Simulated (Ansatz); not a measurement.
**Cl₃H₃O₄SiTi: how energies converge with the basis set**

One table from this session's results is given with a row withheld; the runs are named, their logs left out.

Program: Ansatz 0.2.0, Gaussian basis. Level of theory: one geometry, several basis sets. These are calculated values, not measurements.

Levels to be run: PBE0-D4/def2-SVP; ωB97M-V/def2-SVP; PBE0-D4/def2-QZVPP; ωB97M-V/def2-QZVPP; the functionals' def2-TZVPP values are taken from earlier runs.

## The geometry

An earlier PBE0-D4 in a triple-zeta def2 set relaxation fixed the geometry.

SMILES `O[Si](O)(O)[O][Ti]([Cl])([Cl])[Cl]`, 12 atoms, charge 0, spin multiplicity 1.

Atoms are counted from 1 here; the program's logs count them from 0.

Bond lengths: O1–Si2 1.619 Å, O1–H10 0.958 Å, Si2–O3 1.619 Å, Si2–O4 1.626 Å, Si2–O5 1.652 Å, O3–H11 0.958 Å, O4–H12 0.959 Å, O5–Ti6 1.741 Å, Ti6–Cl7 2.176 Å, Ti6–Cl8 2.190 Å, Ti6–Cl9 2.179 Å. Angles: Si2–O1–H10 118.0°, O1–Si2–O3 109.5°, O1–Si2–O4 115.7°, O1–Si2–O5 103.8°, O3–Si2–O4 107.5°, O3–Si2–O5 112.1°, O4–Si2–O5 108.2°, Si2–O3–H11 117.7°, Si2–O4–H12 118.5°, Si2–O5–Ti6 155.6°, O5–Ti6–Cl7 110.2°, O5–Ti6–Cl8 105.7°, O5–Ti6–Cl9 109.5°, Cl7–Ti6–Cl8 110.2°, Cl7–Ti6–Cl9 110.9°, Cl8–Ti6–Cl9 110.1°.

The first run:

Contents of in.yaml:

```yaml
crystal:
  periodic: [false, false, false]
  atoms:
    - {symbol: O, position_ang: [1.013312, 0.567316, -1.888271]}
    - {symbol: Si, position_ang: [0.741556, -0.501882, -0.703442]}
    - {symbol: O, position_ang: [2.131084, -1.229438, -0.301093]}
    - {symbol: O, position_ang: [-0.342523, -1.666713, -1.038527]}
    - {symbol: O, position_ang: [0.143253, 0.419795, 0.529513]}
    - {symbol: Ti, position_ang: [-1.099759, 1.182498, 1.479899]}
    - {symbol: Cl, position_ang: [-0.976833, 3.346121, 1.283244]}
    - {symbol: Cl, position_ang: [-2.999344, 0.454363, 0.667923]}
    - {symbol: Cl, position_ang: [-0.897026, 0.579605, 3.564475]}
    - {symbol: H, position_ang: [1.556285, 0.291549, -2.627845]}
    - {symbol: H, position_ang: [2.077573, -2.070283, 0.155737]}
    - {symbol: H, position_ang: [-1.270577, -1.428333, -1.087612]}
basis:
  gaussian: {orbitals: def2-SVP}
hamiltonian: {xc: pbe0, dispersion: d4}
output: {orbitals: {seedname: orbitals}}
```

Command:

```bash
$ ansatz run in.yaml --threads 4 --pin off --events-out ev --progress --plain --max-ram 66560MiB --backend cpu
```

Among the steps run: PBE0-D4 in def2-SVP; ωB97M-V in def2-SVP; PBE0-D4 in def2-QZVPP; ωB97M-V in def2-QZVPP.

One of the session's tables, all rows but one given; the rest of the session is left out.

It belongs to the step «Density functionals: the series». 

```
functional       basis  HOMO (eV)  LUMO (eV)
   PBE0-D4    def2-SVP      -9.16      -3.26
   PBE0-D4  def2-TZVPP          ?          ?
   PBE0-D4  def2-QZVPP      -9.33      -3.25
   ωB97M-V    def2-SVP     -11.27      -1.07
   ωB97M-V  def2-TZVPP     -11.48      -1.09
   ωB97M-V  def2-QZVPP     -11.52      -1.14
```

**Question.** Estimate the row for PBE0-D4, def2-TZVPP.

As computed: HOMO (eV): -9.30; LUMO (eV): -3.22. In the column «HOMO (eV)» it lies between PBE0-D4, def2-QZVPP (-9.33) and PBE0-D4, def2-SVP (-9.16).
